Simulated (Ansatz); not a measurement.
# C2H7GaO2: single point in a Gaussian basis from a Python script

A script is to give a single point in a Gaussian basis; the system is C2H7GaO2.

Computed with the Python package of Ansatz 0.2.0. Level of theory: PBE0/def2-SVPD.

## (1) The system

Bond lengths: C1–O2 1.414 Å, O2–Ga3 1.724 Å, Ga3–O4 1.738 Å, O4–C5 1.416 Å, C1–H6 1.094 Å, C1–H7 1.093 Å, C1–H8 1.093 Å, Ga3–H9 1.512 Å, C5–H10 1.092 Å, C5–H11 1.093 Å, C5–H12 1.093 Å. Angles (14 of 17 angles, heavy atoms first): C1–O2–Ga3 146.1°, O2–Ga3–O4 120.9°, Ga3–O4–C5 147.6°, O2–C1–H6 108.7°, O2–C1–H7 111.8°, O2–C1–H8 109.2°, O2–Ga3–H9 106.6°, O4–Ga3–H9 132.5°, O4–C5–H10 112.0°, O4–C5–H11 109.1°, O4–C5–H12 108.7°, H6–C1–H7 108.9°, H6–C1–H8 109.3°, H7–C1–H8 108.9°.

No structure file is read: the coordinates are typed or built in the script.

## (2) Script

Contents of energy_c2h7gao2.py:

```python
"""Electronic structure of the C2H7GaO2 molecule."""

import ansatz as az
import numpy as np

c2h7gao2 = (
    az.Crystal.molecule()
    .atom("C", (-2.12419, 0.98592, 1.21043))
    .atom("O", (-0.92229, 0.30494, 1.5142))
    .atom("Ga", (0.52809, -0.38767, 0.88973))
    .atom("O", (0.86622, -0.36482, -0.81467))
    .atom("C", (1.75354, -0.71063, -1.86232))
    .atom("H", (-2.18797, 1.88024, 1.83648))
    .atom("H", (-2.16738, 1.28464, 0.16018))
    .atom("H", (-2.97248, 0.33209, 1.42801))
    .atom("H", (1.28931, -0.93655, 2.07567))
    .atom("H", (2.67957, -1.14971, -1.48564))
    .atom("H", (1.26316, -1.42999, -2.52237))
    .atom("H", (1.99441, 0.19154, -2.42971))
)

job = (
    c2h7gao2.calculation()
    .basis(gaussian="def2-SVPD")
    .functional("pbe0")
    .forces()
)
report = job.session().plan(threads=1).execute().report

for key in ("converged", "free_energy_ev", "reference_energy_ev", "n_frozen", "n_occupied", "n_virtual"):
    print(f"{key:22s} {report[key]}")

state = report["mean_field"]["state"]
print(f"mean field: {state['energy']['hartree']:.7f} Ha, <S^2> = {abs(state['spin_squared']):.4f}, stability: {state.get('stability', {}).get('kind')}")

symbols = [site.symbol for site in c2h7gao2.cartesian_sites]
forces = np.array(report["forces_ev_ang"])
print("largest force", round(float(np.linalg.norm(forces, axis=1).max()), 4), "eV/A, rms", round(float(np.sqrt((forces ** 2).mean())), 4))

charges = report["charge_distribution"]
print("dipole moment", round(4.803205 * float(np.linalg.norm(charges["dipole_moment_e_ang"])), 3), "D")
print("Mulliken:", [(s, round(q, 3)) for s, q in zip(symbols, charges["mulliken_charges_e"])])
```

## (3) The run

Command:

```console
$ python energy_c2h7gao2.py
```

**Question.** What results will this script give? Wanted: total energy; largest force; dipole moment.

As calculated:

```
     quantity           value
 total energy  -58635.5896 eV
largest force      2.099 eV/Å
dipole moment          1.14 D
```

What this shows: Forces reach 2.10 eV/Å, so the atoms aren't at rest. The geometry is a force-field or estimated start, not a minimum of this method, and the basis set is short of its limit. Mulliken charges are unreliable in a basis with diffuse functions.
